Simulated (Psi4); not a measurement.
# One shape, several levels: triplet B2H4F2

Aim: a comparison of 3 runs (U-wB97X-V/cc-pVDZ, UDSD-PBEP86/cc-pVDZ, UTPSSh/cc-pVDZ) of triplet B2H4F2. 

The results are computed with Psi4 1.11.

2 further runs of the same task are left out: 2 set aside as unsound or not needed. Runs told in other sessions of the task aren't counted.

## Step 1: Starting point

B2H4F2 has 8 atoms, charge 0, and is taken as a triplet. SMILES of the parent species: `[BH2-]1[F+][BH2-][F+]1`. The shape is that of a PBE0-D4/def2-TZVP optimisation. That shape belongs to the parent species and isn't relaxed for this state.

Bond lengths: B1–F2 1.538 Å, F2–B3 1.538 Å, B1–F4 1.538 Å, B3–F4 1.538 Å, B1–H5 1.190 Å, B1–H6 1.190 Å, B3–H7 1.190 Å, B3–H8 1.190 Å. Some angles: B1–F2–B3 91.9°, F2–B1–F4 88.1°, F2–B3–F4 88.1°, B1–F4–B3 91.9°, F2–B1–H5 110.0°, F2–B1–H6 110.0°, F4–B1–H5 110.0°, F4–B1–H6 110.0°, F2–B3–H7 110.0°, F2–B3–H8 110.0°.

## Step 2: The energy at U-wB97X-V/cc-pVDZ (run 1)

Contents of calc.inp:

```
memory 2.2 GB

molecule mol {
  0 3
  B     -0.488000     0.947300    -0.293800
  F      0.637300     0.536000     0.670600
  B      0.488000    -0.947200     0.293900
  F     -0.636800    -0.535900    -0.671100
  H     -0.036000     1.557300    -1.210300
  H     -1.440200     1.308400     0.322000
  H      1.440200    -1.309100    -0.321600
  H      0.035400    -1.556800     1.210300
  symmetry c1
}

set reference uks
set puream true
set e_convergence 1e-09
set d_convergence 1e-08
set scf_type pk
set dft_radial_points 99
set dft_spherical_points 590
set maxiter 100

E, wfn = energy("wb97x-v/cc-pVDZ", return_wfn=True)
```

Launch:

```
$ psi4 -n 1 calc.inp calc.out
```

calc.out:

```text
[...]
  Running in c1 symmetry.
[...]
  Nuclear repulsion =  118.500675990828697
[...]
  Multiplicity = 3
[...]
  Nalpha       = 17
  Nbeta        = 15
[...]
    Number of basis functions: 76
[...]
   @UKS iter   1:  -251.45207524490075   -4.82877e-01   2.23335e-03 DIIS/ADIIS
[...]
   @UKS iter  18:  -251.47187674879393    9.19158e-11   2.58771e-09 DIIS
[...]
   @S^2 Observed:                2.004760712E+00
[...]
    Orbital Energies [Eh]
    ---------------------
    Alpha Occupied:
       1A    -24.872444     2A    -24.872428     3A     -6.933852
       4A     -6.933758     5A     -1.446613     6A     -1.389660
       7A     -0.776460     8A     -0.758819     9A     -0.697564
      10A     -0.690398    11A     -0.617909    12A     -0.610123
      13A     -0.600463    14A     -0.539394    15A     -0.507199
      16A     -0.465912    17A     -0.132420
    Alpha Virtual:
      18A      0.128033    19A      0.147104    20A      0.201988
      21A      0.222599    22A      0.236125    23A      0.270734
      24A      0.283230    25A      0.306323    26A      0.385854
[...]
  @UKS Final Energy:  -251.47187674879393
   => Energetics <=
    Nuclear Repulsion Energy =            118.5006759908286966
    One-Electron Energy =                -580.8840910178323611
    Two-Electron Energy =                 232.1832348297276383
    DFT Exchange-Correlation Energy =     -21.4006151046249151
    Empirical Dispersion Energy =           0.0000000000000000
    VV10 Nonlocal Energy =                  0.1289185531069885
    Total Energy =                       -251.4718767487939317
  UHF NO Occupations:
  HONO-2 :   15  A 1.9991312
  HONO-1 :   16  A 1.0000000
[...]
 Multipole Moments:
 ------------------------------------------------------------------------------------
     Multipole            Electronic (a.u.)      Nuclear  (a.u.)        Total (a.u.)
 ------------------------------------------------------------------------------------
 L = 1.  Multiply by 2.5417464519 to convert [e a0] to [Debye]
 Dipole X            :          0.0010646           -0.0010280            0.0000365
 Dipole Y            :          0.0000298           -0.0003753           -0.0003454
 Dipole Z            :         -0.0006099            0.0007458            0.0001359
 Magnitude           :                                                    0.0003730
[...]
```

It took 2.3 min on 1 thread of Intel Xeon 6975P-C (Granite Rapids), shared host; peak memory 1.3 GiB.

## Step 3: A single-point energy at UDSD-PBEP86/cc-pVDZ (density fitting for correlation) (run 2)

Contents of run.py:

```python
import numpy as np
from ase.calculators.psi4 import Psi4
from ase import Atoms

atoms = Atoms(['B', 'F', 'B', 'F', 'H', 'H', 'H', 'H'], positions=[
    [-0.488000, 0.947300, -0.293800],
    [0.637300, 0.536000, 0.670600],
    [0.488000, -0.947200, 0.293900],
    [-0.636800, -0.535900, -0.671100],
    [-0.036000, 1.557300, -1.210300],
    [-1.440200, 1.308400, 0.322000],
    [1.440200, -1.309100, -0.321600],
    [0.035400, -1.556800, 1.210300],
])
calc = Psi4(atoms=atoms, method='dsd-pbep86', basis='cc-pVDZ', memory='2200MB', num_threads=1, charge=0, multiplicity=3, label='calc', reference='uks')
calc.psi4.set_options({'puream': True, 'e_convergence': 1e-09, 'd_convergence': 1e-08, 'scf_type': 'pk', 'dft_radial_points': 99, 'dft_spherical_points': 590, 'num_frozen_docc': 4, 'maxiter': 100})
atoms.calc = calc

print(f'energy: {atoms.get_potential_energy():.6f} eV')
```

Launch:

```
$ python run.py
```

calc.dat:

```text
[...]
  Running in c1 symmetry.
[...]
  Nuclear repulsion =  118.500675990828697
[...]
  Multiplicity = 3
[...]
  Nalpha       = 17
  Nbeta        = 15
[...]
    Number of basis functions: 76
[...]
   @UKS iter   1:  -250.74778308554420   -4.54151e-01   2.32163e-03 ADIIS/DIIS
[...]
   @UKS iter  15:  -250.76803463056135   -6.45173e-12   7.15166e-09 DIIS
[...]
   @S^2 Observed:                2.010515307E+00
[...]
    Orbital Energies [Eh]
    ---------------------
    Alpha Occupied:
       1A    -25.839601     2A    -25.839579     3A     -7.397289
       4A     -7.397206     5A     -1.593496     6A     -1.535821
       7A     -0.813401     8A     -0.805554     9A     -0.734627
      10A     -0.726602    11A     -0.667274    12A     -0.636328
      13A     -0.629831    14A     -0.553211    15A     -0.519160
      16A     -0.481550    17A     -0.101618
    Alpha Virtual:
      18A      0.115347    19A      0.136903    20A      0.191042
      21A      0.215215    22A      0.223157    23A      0.262026
      24A      0.273655    25A      0.294974    26A      0.384954
[...]
  @UKS Final Energy:  -250.76803463056135
   => Energetics <=
    Nuclear Repulsion Energy =            118.5006759908286966
    One-Electron Energy =                -580.8932253406910604
    Two-Electron Energy =                 220.2865876169191210
    DFT Exchange-Correlation Energy =      -8.6620728976181081
    Empirical Dispersion Energy =           0.0000000000000000
    VV10 Nonlocal Energy =                  0.0000000000000000
    Total Energy =                       -250.7680346305613455
  UHF NO Occupations:
  HONO-2 :   15  A 1.9984021
  HONO-1 :   16  A 1.0000000
[...]
 Multipole Moments:
 ------------------------------------------------------------------------------------
     Multipole            Electronic (a.u.)      Nuclear  (a.u.)        Total (a.u.)
 ------------------------------------------------------------------------------------
 L = 1.  Multiply by 2.5417464519 to convert [e a0] to [Debye]
 Dipole X            :          0.0010995           -0.0010280            0.0000715
 Dipole Y            :         -0.0000807           -0.0003753           -0.0004559
 Dipole Z            :         -0.0005450            0.0007458            0.0002007
 Magnitude           :                                                    0.0005033
[...]
```

On the terminal:

```text
energy: -6832.860909 eV
```

It took 17 s on 1 thread of Intel Xeon 6975P-C (Granite Rapids), shared host; peak memory 1.2 GiB.

## Step 4: Energy and forces at UTPSSh/cc-pVDZ (run 3)

Contents of job.py:

```python
import psi4

psi4.set_memory('2200 MB')
psi4.set_num_threads(1)
psi4.set_output_file('output.dat', False)

geom = psi4.geometry("""
0 3
B     -0.488000     0.947300    -0.293800
F      0.637300     0.536000     0.670600
B      0.488000    -0.947200     0.293900
F     -0.636800    -0.535900    -0.671100
H     -0.036000     1.557300    -1.210300
H     -1.440200     1.308400     0.322000
H      1.440200    -1.309100    -0.321600
H      0.035400    -1.556800     1.210300
symmetry c1
""")

options = {'basis': 'cc-pVDZ', 'reference': 'uks', 'puream': True, 'e_convergence': 1e-09, 'd_convergence': 1e-08, 'scf_type': 'pk', 'dft_radial_points': 99, 'dft_spherical_points': 590, 'maxiter': 100}
psi4.set_options(options)

E, wfn = psi4.gradient("tpssh", return_wfn=True)
psi4.oeprop(wfn, "WIBERG_LOWDIN_INDICES", "DIPOLE", "QUADRUPOLE", title="TPSSH")
print('gradient / Eh bohr^-1')
print(E.np.round(6))
print(f'energy = {wfn.energy():.10f} Eh')
```

Launch:

```
$ python job.py
```

output.dat (excerpt; [...] marks lines left out):

```text
[...]
  Running in c1 symmetry.
[...]
  Nuclear repulsion =  118.500675990828697
[...]
  Multiplicity = 3
[...]
  Nalpha       = 17
  Nbeta        = 15
[...]
    Number of basis functions: 76
[...]
   @UKS iter   1:  -251.53810348241498   -2.56194e-01   3.83823e-03 DIIS/ADIIS
[...]
   @UKS iter  13:  -251.60448499081900   -7.38964e-13   6.07092e-09 DIIS
[...]
   @S^2 Observed:                2.003140506E+00
[...]
  @UKS Final Energy:  -251.60448499081900
   => Energetics <=
    Nuclear Repulsion Energy =            118.5006759908286966
    One-Electron Energy =                -581.0709131232536038
    Two-Electron Energy =                 238.5332319362324256
    DFT Exchange-Correlation Energy =     -27.5674797946265357
    Empirical Dispersion Energy =           0.0000000000000000
    VV10 Nonlocal Energy =                  0.0000000000000000
    Total Energy =                       -251.6044849908190031
  UHF NO Occupations:
  HONO-2 :   15  A 1.9993983
  HONO-1 :   16  A 1.0000000
[...]
  -Total Gradient:
     Atom            X                  Y                   Z
    ------   -----------------  -----------------  -----------------
       1        0.015378541945    -0.029799937558     0.009326708305
       2       -0.001340553877    -0.001077335677    -0.001425928546
       3       -0.015447387204     0.029779149806    -0.009246446162
       4        0.001349556547     0.001090266141     0.001391633645
       5       -0.000840267387    -0.012941851624     0.011127897163
       6        0.012923932131    -0.010509632006    -0.003886035674
       7       -0.012886402877     0.010506819754     0.003861182872
       8        0.000862413042     0.012952484542    -0.011148817485
[...]
 Multipole Moments:
 ------------------------------------------------------------------------------------
     Multipole            Electronic (a.u.)      Nuclear  (a.u.)        Total (a.u.)
[...]
```

On the terminal:

```text
gradient / Eh bohr^-1
[[ 0.015379 -0.0298    0.009327]
 [-0.001341 -0.001077 -0.001426]
 [-0.015447  0.029779 -0.009246]
 [ 0.00135   0.00109   0.001392]
 [-0.00084  -0.012942  0.011128]
 [ 0.012924 -0.01051  -0.003886]
 [-0.012886  0.010507  0.003861]
 [ 0.000862  0.012952 -0.011149]]
energy = -251.6044849908 Eh
```

Wall time 51 s (1 thread of Intel Xeon 6975P-C (Granite Rapids), shared host); peak memory 1.4 GiB.

## Step 5: The series

| run | level | frozen core orbitals | fitting correlation | energy (Eh) | dipole moment (D) | HOMO energy (eV) | ⟨S²⟩ | wall time |
| --- | --- | --- | --- | --- | --- | --- | --- | --- |
| 1 | U-wB97X-V/cc-pVDZ | 0 | – | -251.471877 | 0.00 | -3.60 | 2.005 | 2.3 min |
| 2 | UDSD-PBEP86/cc-pVDZ (density fitting for correlation) | 4 | density fitting | -251.103009 | – | -2.77 | 2.011 | 17 s |
| 3 | UTPSSh/cc-pVDZ | 0 | – | -251.604485 | 0.00 | -1.52 | 2.003 | 51 s |

## Step 6: Summary of results

| quantity | value |
| --- | --- |
| run 3: total energy | -251.60448 Eh |
| run 3: dipole moment | 0.00 D |
| run 3: HOMO energy (highest over α and β) | -1.52 eV |
| run 3: ⟨S²⟩ | 2.003 |
| run 3: largest force on an atom | 1.790 eV/Å |

**Reading.** Totals of different functionals can't be ranked against each other. All runs together took 3.5 min, the longest 2.3 min.
